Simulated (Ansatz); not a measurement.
# CH4ClGaSe: up Jacob's ladder to CCSD(T)

How much do the methods differ for CH4ClGaSe? The plan is to run it at one geometry with functionals of several rungs and with coupled cluster. The yardstick is the atomisation energy at the CCSD(T) limit.

The runs use Ansatz 0.2.0, Gaussian basis; functionals in def2-TZVPP, the program's frozen cores in correlated methods.

Levels to be run: LDA (SPW92), PBE-D4, revPBE-D4, BLYP-D4, r2SCAN-D4, B97M-V, PBE0-D4, B3LYP-D4, r2SCANh-D4, r2SCAN0-D4, HSE06-D4, BHLYP-D4, CAM-B3LYP-D4, LC-ωPBE, ωB97X-V, ωB97M-V, B2PLYP, PBE-QIDH; CCSD(T)/def2-SVP; CCSD(T)/def2-TZVPP; MP2/def2-QZVPP; extrapolation to the limit; RPA on PBE.

1 further run of the same task is left out (it didn't finish).

### Step 1. Structure used throughout

An earlier PBE0-D4 in a triple-zeta def2 set relaxation fixed the geometry.

SMILES `C[Se][GaH][Cl]`, 8 atoms, charge 0, spin multiplicity 1.

Atoms are counted from 1 here; the program's logs count them from 0.

Bond lengths: C1–Se2 1.960 Å, C1–H5 1.086 Å, C1–H6 1.088 Å, C1–H7 1.087 Å, Se2–Ga3 2.300 Å, Ga3–Cl4 2.153 Å, Ga3–H8 1.552 Å. Angles: Se2–C1–H5 110.3°, Se2–C1–H6 105.9°, Se2–C1–H7 110.0°, H5–C1–H6 110.1°, H5–C1–H7 110.3°, H6–C1–H7 110.1°, C1–Se2–Ga3 99.6°, Se2–Ga3–Cl4 115.6°, Se2–Ga3–H8 125.8°, Cl4–Ga3–H8 118.6°.

### Step 2. LDA

This LDA is Slater exchange with PW92 correlation.

in.yaml reads:

```yaml
crystal:
  periodic: [false, false, false]
  atoms:
    - {symbol: C, position_ang: [-0.326027, 1.353596, -0.365559]}
    - {symbol: Se, position_ang: [0.476959, 0.615296, 1.262376]}
    - {symbol: Ga, position_ang: [0.508276, -1.614005, 0.698569]}
    - {symbol: Cl, position_ang: [-0.303630, -2.095472, -1.236060]}
    - {symbol: H, position_ang: [-1.268770, 0.857775, -0.579355]}
    - {symbol: H, position_ang: [-0.496200, 2.409233, -0.162197]}
    - {symbol: H, position_ang: [0.357645, 1.240303, -1.202533]}
    - {symbol: H, position_ang: [1.051746, -2.766726, 1.584749]}
basis:
  gaussian: {orbitals: def2-TZVPP}
hamiltonian: {xc: lda}
output: {orbitals: {seedname: orbitals}}
```

Command:

```bash
ansatz run in.yaml --threads 2 --pin off --events-out ev --progress --plain --max-ram 32768MiB --backend cpu
```

The runs that follow: PBE-D4 (GGA); revPBE-D4 (GGA); BLYP-D4 (GGA); r2SCAN-D4 (meta-GGA); B97M-V (meta-GGA); B3LYP-D4 (hybrid); r2SCANh-D4 (hybrid); r2SCAN0-D4 (hybrid); HSE06-D4 (hybrid); BHLYP-D4 (hybrid); CAM-B3LYP-D4 (range-separated); LC-ωPBE (range-separated); ωB97X-V (range-separated); ωB97M-V (range-separated); B2PLYP (double hybrid); PBE-QIDH (double hybrid); CCSD(T) in def2-SVP; CCSD(T) in def2-TZVPP; MP2 in def2-QZVPP; RPA on PBE orbitals.

Before running them: what should the planned runs give, taken together? Wanted: atomisation energy, CCSD(T)/CBS; farthest beyond LDA; mean size of error, GGA; mean size of error, meta-GGA; mean size of error, hybrid; mean size of error, range-separated; mean size of error, double hybrid; gap, smallest and largest; T1 diagnostic.

The runs gave:

| quantity | value |
| --- | --- |
| atomisation energy, CCSD(T)/CBS | 25.880 eV |
| functionals within 0.259 eV (1.0 %) | PBE-D4, r2SCAN-D4, B97M-V, PBE0-D4, r2SCANh-D4, r2SCAN0-D4, HSE06-D4, ωB97X-V, ωB97M-V, PBE-QIDH |
| farthest beyond LDA | BHLYP-D4 (-0.857 eV) |
| mean size of error, GGA | 0.400 eV |
| mean size of error, meta-GGA | 0.048 eV |
| mean size of error, hybrid | 0.292 eV |
| mean size of error, range-separated | 0.261 eV |
| mean size of error, double hybrid | 0.341 eV |
| gap, smallest and largest | 3.79 eV (LDA (SPW92)), 10.30 eV (LC-ωPBE) |
| T1 diagnostic | 0.0112 |
| triples share of the correlation energy | 4.0 % |

In words: The LDA atomisation energy is off by 3.448 eV (13 %): it overbinds. PBE-D4 misses by +0.148 eV. Double hybrids carry the basis error of their MP2 part in triple zeta, and no dispersion term here, so their miss is partly the set-up's. By mean error the best rung here is meta-GGA (0.048 eV) and the worst beyond LDA is GGA (0.400 eV). The reference freezes the cores and leaves out relativity and excitations past (T), and its outer-core shells are covered unevenly, so misses under about 0.259 eV can't be ranked. All levels share the lack of spin-orbit coupling, which lowers the free heavy atoms and so the true binding. Hartree-Fock recovers 73 % of the binding; the rest is correlation. CCSD(T) in def2-SVP is off by -1.636 eV, which most functionals beat. The gap grows from 3.8 to 10.3 eV across the functionals, mostly with the share of exact exchange. Correlated methods include outer-core shells of Ga, Se, which these sets cover unevenly.
